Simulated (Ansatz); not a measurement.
# BF₂HO (built from SMILES OB(F)F): single points off equilibrium

How do the functionals fare away from a minimum? The structure is a displaced guess of a reacting structure.

The runs use Ansatz 0.2.0, Gaussian basis; single points in def2-TZVPP.

Correlated methods freeze the cores. B3LYP uses VWN-RPA correlation.

## (1) Where the work starts

5 atoms, charge 0, spin multiplicity 1.

Atoms are counted from 1 here; the program's logs count them from 0.

Bond lengths: B1–O3 1.116 Å, B1–F5 1.327 Å. Angles: O3–B1–F5 150.4°.

As a file:

```xyz
5
BF2HO
B    -0.0829    0.2486    0.3589
F     0.5529   -1.0583   -0.4578
O    -0.5659    0.7394   -0.5190
H    -0.1411   -0.3272   -1.1928
F     0.2865    0.2681    1.6334
```

## (2) CCSD(T)/def2-TZVPP

run/in.yaml reads:

```yaml
crystal:
  periodic: [false, false, false]
  atoms:
    - {symbol: B, position_ang: [-0.082900, 0.248600, 0.358900]}
    - {symbol: F, position_ang: [0.552900, -1.058300, -0.457800]}
    - {symbol: O, position_ang: [-0.565900, 0.739400, -0.519000]}
    - {symbol: H, position_ang: [-0.141100, -0.327200, -1.192800]}
    - {symbol: F, position_ang: [0.286500, 0.268100, 1.633400]}
basis:
  gaussian: {orbitals: def2-TZVPP}
correlation: {method: ccsd_t}
output: {forces: true}
```

The command line of these runs was not kept.

## (3) PBE0-D4/def2-TZVPP

Changes to run/in.yaml since step 2:

```diff
@@ -10,3 +10,3 @@
   gaussian: {orbitals: def2-TZVPP}
-correlation: {method: ccsd_t}
-output: {forces: true}
+hamiltonian: {xc: pbe0, dispersion: d4}
+output: {forces: true, orbitals: {seedname: orbitals}}
```

## (4) wB97M-V/def2-TZVPP

Changes to run/in.yaml since step 3:

```diff
@@ -10,3 +10,3 @@
   gaussian: {orbitals: def2-TZVPP}
-hamiltonian: {xc: pbe0, dispersion: d4}
-output: {forces: true, orbitals: {seedname: orbitals}}
+hamiltonian: {xc: {name: wB97M-V}}
+output: {forces: true}
```

## (5) r2SCAN-D4/def2-TZVPP

Changes to run/in.yaml since step 4:

```diff
@@ -10,3 +10,3 @@
   gaussian: {orbitals: def2-TZVPP}
-hamiltonian: {xc: {name: wB97M-V}}
+hamiltonian: {xc: r2scan, dispersion: d4}
 output: {forces: true}
```

## (6) PBE-D4/def2-TZVPP

Changes to run/in.yaml since step 5:

```diff
@@ -10,3 +10,3 @@
   gaussian: {orbitals: def2-TZVPP}
-hamiltonian: {xc: r2scan, dispersion: d4}
+hamiltonian: {xc: pbe, dispersion: d4}
 output: {forces: true}
```

## (7) B3LYP-D4/def2-TZVPP

Changes to run/in.yaml since step 6:

```diff
@@ -10,3 +10,3 @@
   gaussian: {orbitals: def2-TZVPP}
-hamiltonian: {xc: pbe, dispersion: d4}
+hamiltonian: {xc: {name: B3LYP}, dispersion: d4}
 output: {forces: true}
```

## (8) r2SCANh-D4/def2-TZVPP

Changes to run/in.yaml since step 7:

```diff
@@ -10,3 +10,3 @@
   gaussian: {orbitals: def2-TZVPP}
-hamiltonian: {xc: {name: B3LYP}, dispersion: d4}
+hamiltonian: {xc: {name: r2SCANh}, dispersion: d4}
 output: {forces: true}
```

(Steps that only read results are left out.)

Q: Predict the outcome of this session. Wanted: energy less free atoms, CCSD(T)/def2-TZVPP; RMS force component; RMS force error; HOMO and LUMO, PBE0-D4; T1 diagnostic.

**Answer**, as computed:

| quantity | value |
| --- | --- |
| energy less free atoms, CCSD(T)/def2-TZVPP | -19.385 eV |
| RMS force component | 6.111 to 6.418 eV/Å over the methods |
| RMS force error | PBE0-D4 0.254, wB97M-V 0.256, r2SCAN-D4 0.217, PBE-D4 0.289, B3LYP-D4 0.334, r2SCANh-D4 0.258 eV/Å |
| HOMO and LUMO, PBE0-D4 | -10.46 and -0.17 eV |
| T1 diagnostic | 0.014 |

Against CCSD(T) the functionals' energies less atoms differ by -1.653 to -0.667 eV, PBE-D4 by -1.653 eV. CCSD(T) in triple zeta still lacks some correlation energy of the bonds, so part of these gaps is its own basis error and they don't rank the functionals. For forces r2SCAN-D4 does best and B3LYP-D4 worst. Frozen-core CCSD(T) forces in triple zeta carry basis errors of their own, and this is one geometry, so small gaps rank nothing.
